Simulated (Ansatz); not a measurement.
# HfCl (sextet): wave-function methods side by side at distance Hf1–Cl2 = 6.998 Å, def2-SVP

One table from this session's results is given with a row withheld; the runs are named, their logs left out.

The runs use Ansatz 0.2.0, Gaussian basis; def2-SVP, core rule «outside noble gas», up to 9 orbitals frozen.

Plan: UHF; CCSD(T) on ROHF; CCSD(T) on UHF; CISD; CCSDT(Q) on ROHF; CCSDT(Q) on UHF; CASSCF and MRCISD+Q, 7 electrons in 7 orbitals; CASSCF and NEVPT2, 7 electrons in 7 orbitals.

45 further runs of the same task are left out: 22 for a known fault of the program, 2 for a mislabelled method, 17 that didn't finish, 4 set aside as unsound or not needed.

**The geometry**

The geometry derives from a PBE0/def2-TZVP stationary point (not a proven minimum). One bond is set to the value named and the two fragments are kept rigid. No spin-orbit coupling is included. Elements past krypton take def2 core potentials.

2 atoms, charge 0, spin multiplicity 6.

Atoms are counted from 1 here; the program's logs count them from 0.

No contacts short enough for the rule that draws bonds.

Set-up of the first run:

Input file in.yaml:

```yaml
crystal:
  periodic: [false, false, false]
  atoms:
    - {symbol: Hf, position_ang: [0.000000, 0.000000, 0.000000]}
    - {symbol: Cl, position_ang: [0.000000, 0.000000, 6.998000]}
basis:
  gaussian: {orbitals: def2-SVP}
magnetization: {spin_polarized: true, initial_magnetization: 5}
hamiltonian: {xc: hf}
output: {orbitals: {seedname: orbitals}}
```

The run is started by

```bash
$ ansatz run in.yaml --threads 1 --pin off --events-out ev --progress --plain --max-ram 2393MiB
```

Among the steps run: UHF; CCSD(T) on ROHF; CCSD(T) on UHF; CISD; CCSDT(Q) on ROHF; CCSDT(Q) on UHF; CASSCF and MRCISD+Q, 7 electrons in 7 orbitals; CASSCF and NEVPT2, 7 electrons in 7 orbitals.

One of the session's tables, all rows but one given; the rest of the session is left out.

It belongs to the step «Misses and costs». 

| method | from RCCSDT(Q) (kcal/mol) |
| --- | --- |
| ROHF | +99.07 |
| UHF | +93.94 |
| RMP2 | +15.33 |
| UMP2 | +13.17 |
| CISD | +5.92 |
| RCCSD | +1.17 |
| UCCSD | -1.34 |
| RCCSD(T) | +0.29 |
| UCCSD(T) | -2.17 |
| RCCSDT | ? |
| UCCSDT | -2.37 |
| RCCSDT(Q) | 0 |
| UCCSDT(Q) | -2.44 |
| CASSCF pair | +92.08 |
| NEVPT2 pair | +16.94 |
| MRCISD pair | +5.29 |
| MRCISD+Q pair | -0.14 |

Q: Estimate the row for RCCSDT from the others.

As computed: from RCCSDT(Q) (kcal/mol): +0.08. In the column «from RCCSDT(Q) (kcal/mol)» it lies between RCCSDT(Q) (0) and RCCSD(T) (+0.29).

Limits of these values: Restricted and unrestricted rows rest on different reference determinants; where their highest levels disagree by more than a few hundredths of an eV, they describe different states and don't form one ladder.
